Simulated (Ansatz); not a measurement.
# C2H5Ga: one species, many methods

An exercise on one series of results from a longer session: the logs are not shown, and one member is left open.

Program: Ansatz 0.2.0, Gaussian basis. Level of theory: functionals in def2-TZVPP, the program's frozen cores in correlated methods. These are calculated values, not measurements.

Plan: LDA (SPW92), PBE-D4, revPBE-D4, BLYP-D4, r2SCAN-D4, B97M-V, PBE0-D4, B3LYP-D4, r2SCANh-D4, r2SCAN0-D4, HSE06-D4, BHLYP-D4, CAM-B3LYP-D4, LC-ωPBE, ωB97X-V, ωB97M-V, B2PLYP, PBE-QIDH; CCSD(T)/def2-SVP; CCSD(T)/def2-TZVPP; MP2/def2-QZVPP; extrapolation to the limit; RPA on PBE.

## The relaxed structure

The geometry comes from an earlier relaxation with PBE0-D4 in a triple-zeta def2 set; it is a stationary point, not always the lowest conformer.

SMILES `[CH2]1[CH2][GaH]1`, 8 atoms, charge 0, spin multiplicity 1.

Atoms are counted from 1 here; the program's logs count them from 0.

Bond lengths: C1–C2 1.560 Å, C1–Ga3 1.940 Å, C1–H4 1.087 Å, C1–H5 1.087 Å, C2–Ga3 1.940 Å, C2–H6 1.087 Å, C2–H7 1.087 Å, Ga3–H8 1.534 Å. Angles: C2–C1–Ga3 66.3°, C2–C1–H4 116.0°, C2–C1–H5 116.1°, Ga3–C1–H4 120.1°, Ga3–C1–H5 120.3°, H4–C1–H5 111.1°, C1–C2–Ga3 66.3°, C1–C2–H6 116.0°, C1–C2–H7 116.1°, Ga3–C2–H6 120.0°, Ga3–C2–H7 120.3°, H6–C2–H7 111.1°, C1–Ga3–C2 47.4°, C1–Ga3–H8 156.3°, C2–Ga3–H8 156.3°.

Geometry (Å):

```mol
C2H5Ga
  3D, bonds by distance, orders not assigned

  8  8  0  0  0  0  0  0  0  0999 V2000
   -0.7748    0.1125   -0.4209 C   0  0
    0.6391    0.6332   -0.0166 C   0  0
    0.2512   -1.1538    0.6317 Ga  0  0
   -0.9331   -0.0634   -1.4821 H   0  0
   -1.6210    0.6341    0.0198 H   0  0
    0.6589    1.4712    0.6759 H   0  0
    1.3454    0.7810   -0.8299 H   0  0
    0.5264   -2.4720    1.3663 H   0  0
  1  2  8  0
  2  3  8  0
  1  4  8  0
  1  5  8  0
  2  6  8  0
  2  7  8  0
  3  8  8  0
  1  3  8  0
M  END
```

The first run:

Input file in.yaml:

```yaml
crystal:
  periodic: [false, false, false]
  atoms:
    - {symbol: C, position_ang: [-0.774806, 0.112522, -0.420854]}
    - {symbol: C, position_ang: [0.639056, 0.633221, -0.016639]}
    - {symbol: Ga, position_ang: [0.251242, -1.153751, 0.631705]}
    - {symbol: H, position_ang: [-0.933098, -0.063384, -1.482110]}
    - {symbol: H, position_ang: [-1.620963, 0.634082, 0.019750]}
    - {symbol: H, position_ang: [0.658862, 1.471245, 0.675894]}
    - {symbol: H, position_ang: [1.345375, 0.780986, -0.829905]}
    - {symbol: H, position_ang: [0.526432, -2.472020, 1.366259]}
basis:
  gaussian: {orbitals: def2-TZVPP}
hamiltonian: {xc: lda}
output: {orbitals: {seedname: orbitals}}
```

Run with:

```sh
ansatz run in.yaml --threads 2 --pin off --events-out ev --progress --plain --max-ram 4352MiB
```

Among the steps run: LDA; PBE-D4 (GGA); revPBE-D4 (GGA); BLYP-D4 (GGA); r2SCAN-D4 (meta-GGA); B97M-V (meta-GGA); PBE0-D4 (hybrid); B3LYP-D4 (hybrid); r2SCANh-D4 (hybrid); r2SCAN0-D4 (hybrid); HSE06-D4 (hybrid); BHLYP-D4 (hybrid); CAM-B3LYP-D4 (range-separated); LC-ωPBE (range-separated); ωB97X-V (range-separated); ωB97M-V (range-separated); B2PLYP (double hybrid); PBE-QIDH (double hybrid).

One of the session's tables, all rows but one given; the rest of the session is left out.

It belongs to the step «Frontier levels by functional». 

```
  functional  HOMO (eV)  LUMO (eV)  gap (eV)
 LDA (SPW92)      -4.71      -2.43      2.28
      PBE-D4      -4.55      -2.17      2.38
   revPBE-D4          ?          ?         ?
     BLYP-D4      -4.42      -2.13      2.29
   r2SCAN-D4      -4.73      -1.87      2.85
      B97M-V      -4.71      -2.09      2.62
     PBE0-D4      -5.56      -1.35      4.21
    B3LYP-D4      -5.39      -1.64      3.74
  r2SCANh-D4      -5.11      -1.59      3.52
  r2SCAN0-D4      -5.68      -1.18      4.50
    HSE06-D4      -5.17      -1.72      3.45
    BHLYP-D4      -6.47      -0.61      5.86
CAM-B3LYP-D4      -6.84      -0.47      6.38
     LC-ωPBE      -8.14       0.74      8.87
     ωB97X-V      -7.79       0.58      8.37
     ωB97M-V      -7.69       0.33      8.02
```

Estimate the missing values for revPBE-D4.

As computed: HOMO (eV): -4.49; LUMO (eV): -2.05; gap (eV): 2.44. In the column «HOMO (eV)» it lies between PBE-D4 (-4.55) and BLYP-D4 (-4.42).
